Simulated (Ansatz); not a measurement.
What does this script print? It uses Ansatz 0.2.0 through its Python package.

Input file `ch6sesi2.xyz`:
```text
10

Se   -2.53140    0.45480   -0.18280
Si   -0.43370    0.75400    0.52000
C     0.70890   -0.05080   -0.66940
Si    0.77950   -1.19120    0.78510
H    -2.26960    1.31690   -1.47140
H     0.09710    2.06670    0.97730
H     1.73150    0.48790   -0.76860
H     0.29650   -0.44320   -1.57330
H    -0.14620   -2.36800    0.65700
H     1.85070   -1.07840    1.72890
```

`ch6sesi2.py`
```python
# -*- coding: utf-8 -*-
"""Energy to split CH6SeSi2 into its atoms."""

from collections import Counter

import ansatz as az


def total_energy(molecule, charge=0, unpaired=0):
    calc = (
        molecule.calculation()
        .basis(gaussian="def2-TZVP")  # the orbital basis, by name
        .functional("cam_b3lyp")
    )
    if charge:
        calc = calc.charge(charge)
    if unpaired:
        calc = calc.spin("collinear", total=unpaired)
    return calc.run(threads=1, pin="off").report["free_energy_ev"]

geometry = az.Crystal.molecule_from_extxyz("ch6sesi2.xyz")

# unpaired electrons of the ground-state atoms
unpaired = {"Se": 2, "Si": 2, "C": 2, "H": 1}
counts = Counter(site.symbol for site in geometry.cartesian_sites)
atom_energy = {s: total_energy(az.Crystal.molecule().atom(s, (0, 0, 0)), 0, unpaired[s]) for s in counts}
whole = total_energy(geometry, 0, 0)
for s, e in atom_energy.items():
    print(f"{s:2s} x{counts[s]}  {e:14.5f} eV")
print(f"CH6SeSi2: {whole:.5f} eV")
split = sum(counts[s] * e for s, e in atom_energy.items()) - whole
print(f"atomisation energy (no zero-point term): {96.485332 * split:.1f} kJ/mol, {split / sum(counts.values()):.3f} eV an atom")
```

```console
$ python ch6sesi2.py
Se x1    -65351.28473 eV
Si x2     -7874.34568 eV
C  x1     -1029.59771 eV
H  x6       -13.57334 eV
CH6SeSi2: -82242.55994 eV
atomisation energy (no zero-point term): 3043.7 kJ/mol, 3.155 eV an atom
```

3043.7 kJ/mol from the electronic energies, without the zero-point term.

Total energies depend on the basis set; only differences at equal settings carry meaning. The geometry is a force-field or estimated start, not a minimum of this method, and the basis set is short of its limit. All parts are taken at fixed geometry, without zero-point energy. The spin-orbit lowering of heavy atoms is left out. It ran for 9.8 s on 1 thread of Arm Neoverse V2 (shared host), peak memory 0.57 GiB.
